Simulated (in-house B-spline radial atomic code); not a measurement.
# Excited states and polarisability of V¹³⁺ by several methods

An exercise on one series of results from a longer session: the logs are not shown, and one member is left open.

Program: in-house B-spline radial atomic code version 1. Level of theory: linear response of a closed shell, each method with its own adiabatic kernel; spin-free one-electron X2C, finite nucleus; B-spline basis; no spin-orbit coupling, no double excitations; only terms of natural parity, (−1)^L, with L up to 3 are computed. These are calculated values, not measurements, unless marked.

### The system

| Item | Value |
| --- | --- |
| element | vanadium (Z = 23) |
| charge | +13 |
| configuration | [He] 2s2 2p6 |
| runs | TDHF; PBE; BP86; BSE on G0W0@HF; BLYP |

Outer shells as boxes (Hund's rule):

V¹³⁺
```
[He] core
2s [↑↓]
2p [↑↓][↑↓][↑↓]
```

The first run:

The run's settings:

```ini
Z = 23
electrons = 10.0
configuration = [He] 2s2 2p6
hamiltonian = x2c
method = hf
box_radius = 7.96
rms_radius = 3.6002
intervals = 69
```

On the command line:

```sh
$ python run_td.py task.json out
```

task.json lists these runs, among others, and the program works through them in turn.

Among the steps run: TDHF.

One of the session's tables, all rows but one given; the rest of the session is left out.

It belongs to the step «TDHF». 

| state | full (eV) | Tamm-Dancoff (eV) |
| --- | --- | --- |
| 2p→3s ³P | 523.28 | 523.34 |
| 2p→3s ¹P | 526.18 | 526.21 |
| 2p→3p ³S | 545.93 | 546.05 |
| 2p→3p ³D | 551.01 | 551.07 |
| 2p→3p ¹D | 553.36 | 553.38 |
| 2p→3p ¹S | 570.19 | 570.99 |
| 2p→3d ³P | 585.72 | 585.73 |
| 2p→3d ³F | 587.70 | 587.77 |
| 2p→3d ¹F | 590.27 | 590.28 |
| 2p→3d ¹P | 599.54 | 599.88 |
| 2s→3s ³S | 633.22 | 633.25 |
| 2s→3s ¹S | 638.27 | 638.47 |
| 2s→3p ³P | ? | ? |
| 2s→3p ¹P | 663.32 | 663.34 |

Estimate the missing values for 2s→3p ³P.

**Answer.** full (eV): 661.01; Tamm-Dancoff (eV): 661.05. In the column «full (eV)» it lies between 2s→3s ¹S (638.27) and 2s→3p ¹P (663.32).
